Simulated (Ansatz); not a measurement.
# AlClH7NSi2: the cost of one run

Program: Ansatz 0.2.0, Gaussian basis. Level of theory: the settings change from run to run. These are calculated values, not measurements.

### Step 1. The molecule

The geometry comes from an earlier relaxation with PBE0-D4 in a triple-zeta def2 set; it is a stationary point, not always the lowest conformer.

SMILES `[SiH3][N]([SiH3])[AlH][Cl]`, 12 atoms, charge 0, spin multiplicity 1.

Atoms are counted from 1 here; the program's logs count them from 0.

Bond lengths: Si1–N2 1.744 Å, Si1–H6 1.489 Å, Si1–H7 1.485 Å, Si1–H8 1.485 Å, N2–Si3 1.737 Å, N2–Al4 1.780 Å, Si3–H9 1.487 Å, Si3–H10 1.488 Å, Si3–H11 1.487 Å, Al4–Cl5 2.095 Å, Al4–H12 1.567 Å. Angles: N2–Si1–H6 107.5°, N2–Si1–H7 111.4°, N2–Si1–H8 111.4°, H6–Si1–H7 108.8°, H6–Si1–H8 108.8°, H7–Si1–H8 108.8°, Si1–N2–Si3 117.4°, Si1–N2–Al4 121.7°, Si3–N2–Al4 121.0°, N2–Si3–H9 111.3°, N2–Si3–H10 108.1°, N2–Si3–H11 111.3°, H9–Si3–H10 109.0°, H9–Si3–H11 108.1°, H10–Si3–H11 109.0°, N2–Al4–Cl5 115.7°, N2–Al4–H12 123.5°, Cl5–Al4–H12 120.8°.

### Step 2. revPBE/6-31++G**

Set apart from the defaults: finite nuclei, high accuracy, the search for lower states set to light.

in.yaml

```yaml
crystal:
  periodic: [false, false, false]
  atoms:
    - {symbol: Si, position_ang: [-0.860455, 0.631154, 1.237271]}
    - {symbol: N, position_ang: [-0.030857, -0.057588, -0.133849]}
    - {symbol: Si, position_ang: [1.693235, -0.236326, -0.016681]}
    - {symbol: Al, position_ang: [-0.906214, -0.560230, -1.600158]}
    - {symbol: Cl, position_ang: [-2.980634, -0.270427, -1.565282]}
    - {symbol: H, position_ang: [0.163700, 0.930531, 2.276050]}
    - {symbol: H, position_ang: [-1.556354, 1.891799, 0.873430]}
    - {symbol: H, position_ang: [-1.853676, -0.317124, 1.803025]}
    - {symbol: H, position_ang: [2.360554, 1.077402, 0.185611]}
    - {symbol: H, position_ang: [2.182780, -0.837642, -1.286396]}
    - {symbol: H, position_ang: [2.069019, -1.124036, 1.115930]}
    - {symbol: H, position_ang: [-0.204401, -1.182813, -2.854850]}
basis:
  gaussian: {orbitals: "6-31++G**", nuclear_model: gaussian}
hamiltonian: {xc: {name: revPBE}}
accuracy: high
scf: {lower_state_search: light}
```

Run with:

```sh
$ ansatz run in.yaml --threads 2 --pin off --events-out ev --progress --plain --max-ram 32768MiB --backend cpu
```

**Question.** How long does this run take on 2 threads of AMD EPYC 7R13, shared host, and how much memory does it need?

About 9 s, with a peak of 0.62 GiB.
